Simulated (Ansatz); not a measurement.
# Digermane (Ge₂H₆): a ladder of functionals and wavefunction methods

How much do the methods differ for digermane (Ge₂H₆)? The plan is to run it at one geometry with functionals of several rungs and with coupled cluster, and see how far each lands from CCSD(T) at the basis-set limit for the atomisation energy.

Method: functionals in def2-TZVPP, the program's frozen cores in correlated methods; program: Ansatz 0.2.0, Gaussian basis.

The runs, in order: LDA (SPW92), PBE-D4, revPBE-D4, BLYP-D4, r2SCAN-D4, B97M-V, PBE0-D4, B3LYP-D4, r2SCANh-D4, r2SCAN0-D4, HSE06-D4, BHLYP-D4, CAM-B3LYP-D4, LC-ωPBE, ωB97X-V, ωB97M-V, B2PLYP, PBE-QIDH; CCSD(T)/def2-SVP; CCSD(T)/def2-TZVPP; CCSD(T)/def2-QZVPP; extrapolation to the limit; RPA on PBE.

## (1) The relaxed structure

The geometry comes from an earlier relaxation with PBE0-D4 in a triple-zeta def2 set; it is a stationary point, not always the lowest conformer.

SMILES `[GeH3][GeH3]`, 8 atoms, charge 0, spin multiplicity 1.

Atoms are counted from 1 here; the program's logs count them from 0.

Bond lengths: Ge1–Ge2 2.420 Å, Ge1–H3 1.537 Å, Ge1–H4 1.537 Å, Ge1–H5 1.537 Å, Ge2–H6 1.537 Å, Ge2–H7 1.537 Å, Ge2–H8 1.537 Å. Angles: Ge2–Ge1–H3 110.4°, Ge2–Ge1–H4 110.3°, Ge2–Ge1–H5 110.3°, H3–Ge1–H4 108.6°, H3–Ge1–H5 108.6°, H4–Ge1–H5 108.6°, Ge1–Ge2–H6 110.3°, Ge1–Ge2–H7 110.3°, Ge1–Ge2–H8 110.4°, H6–Ge2–H7 108.6°, H6–Ge2–H8 108.6°, H7–Ge2–H8 108.6°.

## (2) LDA

This LDA is Slater exchange with PW92 correlation.

Input file in.yaml:

```yaml
crystal:
  periodic: [false, false, false]
  atoms:
    - {symbol: Ge, position_ang: [-0.557150, 0.260243, -1.041086]}
    - {symbol: Ge, position_ang: [0.580313, -0.275071, 1.026903]}
    - {symbol: H, position_ang: [-0.351230, -0.862013, -2.071302]}
    - {symbol: H, position_ang: [-2.065039, 0.427355, -0.792983]}
    - {symbol: H, position_ang: [-0.008663, 1.571007, -1.627849]}
    - {symbol: H, position_ang: [0.359866, 0.840798, 2.061070]}
    - {symbol: H, position_ang: [2.090566, -0.425663, 0.782654]}
    - {symbol: H, position_ang: [0.043535, -1.593756, 1.606694]}
basis:
  gaussian: {orbitals: def2-TZVPP}
hamiltonian: {xc: lda}
output: {orbitals: {seedname: orbitals}}
```

The run is started by

```
$ ansatz run in.yaml --threads 2 --pin off --events-out ev --progress --plain --max-ram 20480MiB --backend cpu
```

The runs that follow: PBE-D4 (GGA); revPBE-D4 (GGA); BLYP-D4 (GGA); r2SCAN-D4 (meta-GGA); B97M-V (meta-GGA); PBE0-D4 (hybrid); B3LYP-D4 (hybrid); r2SCANh-D4 (hybrid); r2SCAN0-D4 (hybrid); HSE06-D4 (hybrid); BHLYP-D4 (hybrid); CAM-B3LYP-D4 (range-separated); LC-ωPBE (range-separated); ωB97X-V (range-separated); ωB97M-V (range-separated); B2PLYP (double hybrid); PBE-QIDH (double hybrid); CCSD(T) in def2-SVP; CCSD(T) in def2-TZVPP; CCSD(T) in def2-QZVPP; RPA on PBE orbitals.

Before running them: what should the planned runs give, taken together? Wanted: atomisation energy, CCSD(T)/CBS; farthest beyond LDA; mean size of error, GGA; mean size of error, meta-GGA; mean size of error, hybrid; mean size of error, range-separated; mean size of error, double hybrid; gap, smallest and largest; T1 diagnostic.

**Answer**, as computed:

```
                               quantity                                         value
        atomisation energy, CCSD(T)/CBS                                 2054.9 kJ/mol
 functionals within 20.5 kJ/mol (1.0 %)  r2SCAN-D4, r2SCANh-D4, CAM-B3LYP-D4, ωB97X-V
                    farthest beyond LDA                      revPBE-D4 (-92.3 kJ/mol)
                mean size of error, GGA                                   72.2 kJ/mol
           mean size of error, meta-GGA                                   18.0 kJ/mol
             mean size of error, hybrid                                   37.6 kJ/mol
    mean size of error, range-separated                                   27.5 kJ/mol
      mean size of error, double hybrid                                   45.7 kJ/mol
              gap, smallest and largest         6.48 eV (BLYP-D4), 13.20 eV (LC-ωPBE)
                          T1 diagnostic                                        0.0116
triples share of the correlation energy                                         3.2 %
```

**Reading.** The LDA atomisation energy is off by 209.7 kJ/mol (10 %): it overbinds. PBE-D4 misses by -61.3 kJ/mol. Double hybrids carry the basis error of their MP2 part in triple zeta, and no dispersion term here, so their miss is partly the set-up's. By mean error the best rung here is meta-GGA (18.0 kJ/mol) and the worst beyond LDA is GGA (72.2 kJ/mol). The gap between the best rungs is small, so their order is not settled. Misses under about 20.5 kJ/mol are within the doubt on the reference itself, which lacks core-valence correlation, relativity and higher excitations, and its outer-core shells are covered unevenly. Hartree-Fock recovers 74 % of the binding; the rest is correlation. CCSD(T) in def2-SVP is off by -129.8 kJ/mol, worse than the median functional, from the basis alone. Orbital gaps span 6.5 to 13.2 eV; exact exchange widens them. Correlated methods include outer-core shells of Ge, which these sets cover unevenly.
